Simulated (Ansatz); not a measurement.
# GeBr3F: up Jacob's ladder to CCSD(T)

An exercise on one series of results from a longer session: the logs are not shown, and one member is left open.

The runs use Ansatz 0.2.0, Gaussian basis; functionals in def2-TZVPP, the program's frozen cores in correlated methods.

The runs, in order: LDA (SPW92), PBE-D4, revPBE-D4, BLYP-D4, r2SCAN-D4, B97M-V, PBE0-D4, B3LYP-D4, r2SCANh-D4, r2SCAN0-D4, HSE06-D4, BHLYP-D4, CAM-B3LYP-D4, LC-ωPBE, ωB97X-V, ωB97M-V, B2PLYP, PBE-QIDH; CCSD(T)/def2-SVP; CCSD(T)/def2-TZVPP; MP2/def2-QZVPP; extrapolation to the limit; RPA on PBE.

## Structure used throughout

An earlier PBE0-D4 in a triple-zeta def2 set relaxation fixed the geometry.

5 atoms, charge 0, spin multiplicity 1.

Atoms are counted from 1 here; the program's logs count them from 0.

Bond lengths: F1–Ge2 1.717 Å, Ge2–Br3 2.266 Å, Ge2–Br4 2.266 Å, Ge2–Br5 2.266 Å. Angles: F1–Ge2–Br3 107.2°, F1–Ge2–Br4 107.2°, F1–Ge2–Br5 107.2°, Br3–Ge2–Br4 111.7°, Br3–Ge2–Br5 111.7°, Br4–Ge2–Br5 111.6°.

The first run:

in.yaml reads:

```yaml
crystal:
  periodic: [false, false, false]
  atoms:
    - {symbol: F, position_ang: [0.206886, -1.470929, 0.988533]}
    - {symbol: Ge, position_ang: [0.016468, -0.062701, 0.024577]}
    - {symbol: Br, position_ang: [-1.301869, 1.370105, 1.184723]}
    - {symbol: Br, position_ang: [-0.956271, -0.707322, -1.918390]}
    - {symbol: Br, position_ang: [2.084785, 0.797248, -0.321043]}
basis:
  gaussian: {orbitals: def2-TZVPP}
hamiltonian: {xc: lda}
output: {orbitals: {seedname: orbitals}}
```

Command:

```bash
$ ansatz run in.yaml --threads 4 --pin off --events-out ev --progress --plain --max-ram 11315MiB
```

Steps of the session up to this table: LDA; PBE-D4 (GGA); revPBE-D4 (GGA); BLYP-D4 (GGA); r2SCAN-D4 (meta-GGA); B97M-V (meta-GGA); PBE0-D4 (hybrid); B3LYP-D4 (hybrid); r2SCANh-D4 (hybrid); r2SCAN0-D4 (hybrid); HSE06-D4 (hybrid); BHLYP-D4 (hybrid); CAM-B3LYP-D4 (range-separated); LC-ωPBE (range-separated); ωB97X-V (range-separated); ωB97M-V (range-separated); B2PLYP (double hybrid); PBE-QIDH (double hybrid).

One table of the session follows, with a row left open; its other results are not shown here.

It belongs to the step «Orbital energies across the functionals». 

```
  functional  HOMO (eV)  LUMO (eV)  gap (eV)
 LDA (SPW92)      -7.81      -3.81      4.00
      PBE-D4      -7.63      -3.48      4.16
   revPBE-D4      -7.58      -3.36      4.21
     BLYP-D4      -7.45      -3.42      4.03
   r2SCAN-D4      -8.01      -3.31      4.69
      B97M-V      -8.07      -3.14      4.93
     PBE0-D4      -8.96      -2.60      6.36
    B3LYP-D4      -8.67      -2.90      5.77
  r2SCANh-D4      -8.48      -2.99      5.49
  r2SCAN0-D4      -9.20      -2.51      6.69
    HSE06-D4      -8.56      -2.97      5.59
    BHLYP-D4     -10.10      -1.65      8.45
CAM-B3LYP-D4     -10.27      -1.63      8.64
     LC-ωPBE     -11.70      -0.41     11.28
     ωB97X-V     -11.31      -0.48     10.83
     ωB97M-V          ?          ?         ?
```

Q: Estimate the row for ωB97M-V from the others.

**Answer.** HOMO (eV): -11.16; LUMO (eV): -0.62; gap (eV): 10.54. In the column «HOMO (eV)» it lies between ωB97X-V (-11.31) and CAM-B3LYP-D4 (-10.27).
